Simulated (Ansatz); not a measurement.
# Si₂Ge₄H₁₂: how energies converge with the basis set

One table from this session's results is given with a row withheld; the runs are named, their logs left out.

Method: one geometry, several basis sets; program: Ansatz 0.2.0, Gaussian basis.

Plan: PBE0-D4/def2-SVP; ωB97M-V/def2-SVP; PBE0-D4/def2-QZVPP; ωB97M-V/def2-QZVPP; the functionals' def2-TZVPP values are taken from earlier runs.

## Structure used throughout

All runs share one geometry, relaxed beforehand with PBE0-D4 in a triple-zeta def2 set.

SMILES `[SiH2]1[GeH2][SiH2][GeH2][GeH2][GeH2]1`, 18 atoms, charge 0, spin multiplicity 1.

Atoms are counted from 1 here; the program's logs count them from 0.

Bond lengths: Si1–Ge2 2.386 Å, Si1–Ge6 2.379 Å, Si1–H7 1.490 Å, Si1–H8 1.489 Å, Ge2–Si3 2.386 Å, Ge2–H9 1.541 Å, Ge2–H10 1.541 Å, Si3–Ge4 2.379 Å, Si3–H11 1.489 Å, Si3–H12 1.490 Å, Ge4–Ge5 2.433 Å, Ge4–H13 1.541 Å, Ge4–H14 1.540 Å, Ge5–Ge6 2.433 Å, Ge5–H15 1.540 Å, Ge5–H16 1.540 Å, Ge6–H17 1.541 Å, Ge6–H18 1.540 Å. Angles: Ge2–Si1–Ge6 108.8°, Ge2–Si1–H7 108.7°, Ge2–Si1–H8 110.6°, Ge6–Si1–H7 108.1°, Ge6–Si1–H8 112.1°, H7–Si1–H8 108.3°, Si1–Ge2–Si3 110.7°, Si1–Ge2–H9 109.5°, Si1–Ge2–H10 109.6°, Si3–Ge2–H9 109.6°, Si3–Ge2–H10 109.5°, H9–Ge2–H10 107.8°, Ge2–Si3–Ge4 108.8°, Ge2–Si3–H11 110.6°, Ge2–Si3–H12 108.7°, Ge4–Si3–H11 112.1°, Ge4–Si3–H12 108.1°, H11–Si3–H12 108.3° and more.

Set-up of the first run:

in.yaml reads:

```yaml
crystal:
  periodic: [false, false, false]
  atoms:
    - {symbol: Si, position_ang: [0.520320, 2.106617, 0.359153]}
    - {symbol: Ge, position_ang: [2.223564, 0.454566, 0.611031]}
    - {symbol: Si, position_ang: [1.359056, -1.722578, 0.156581]}
    - {symbol: Ge, position_ang: [-0.284630, -1.554816, -1.555143]}
    - {symbol: Ge, position_ang: [-2.242588, -0.458712, -0.615643]}
    - {symbol: Ge, position_ang: [-1.558756, 1.178322, 1.048766]}
    - {symbol: H, position_ang: [0.411737, 2.466372, -1.082401]}
    - {symbol: H, position_ang: [0.866714, 3.336457, 1.123464]}
    - {symbol: H, position_ang: [2.778402, 0.502185, 2.047797]}
    - {symbol: H, position_ang: [3.386448, 0.758231, -0.353282]}
    - {symbol: H, position_ang: [2.458831, -2.656310, -0.211258]}
    - {symbol: H, position_ang: [0.696567, -2.240888, 1.386110]}
    - {symbol: H, position_ang: [0.266270, -0.689766, -2.705588]}
    - {symbol: H, position_ang: [-0.664913, -2.929787, -2.135502]}
    - {symbol: H, position_ang: [-3.036303, 0.245414, -1.732259]}
    - {symbol: H, position_ang: [-3.160230, -1.513222, 0.031309]}
    - {symbol: H, position_ang: [-1.372761, 0.464798, 2.402132]}
    - {symbol: H, position_ang: [-2.647728, 2.253107, 1.224734]}
basis:
  gaussian: {orbitals: def2-SVP}
hamiltonian: {xc: pbe0, dispersion: d4}
output: {orbitals: {seedname: orbitals}}
```

Among the steps run: PBE0-D4 in def2-SVP; ωB97M-V in def2-SVP; PBE0-D4 in def2-QZVPP; ωB97M-V in def2-QZVPP.

One table of the session follows, with a row left open; its other results are not shown here.

It belongs to the step «Density functionals: the series». 

```
functional       basis  HOMO (eV)
   PBE0-D4    def2-SVP          ?
   PBE0-D4  def2-TZVPP      -7.57
   PBE0-D4  def2-QZVPP      -7.57
   ωB97M-V    def2-SVP      -9.49
   ωB97M-V  def2-TZVPP      -9.49
   ωB97M-V  def2-QZVPP      -9.49
```

Estimate the missing values for PBE0-D4, def2-SVP.

As computed: HOMO (eV): -7.60. In the column «HOMO (eV)» it lies between ωB97M-V, def2-QZVPP (-9.49) and PBE0-D4, def2-TZVPP (-7.57).
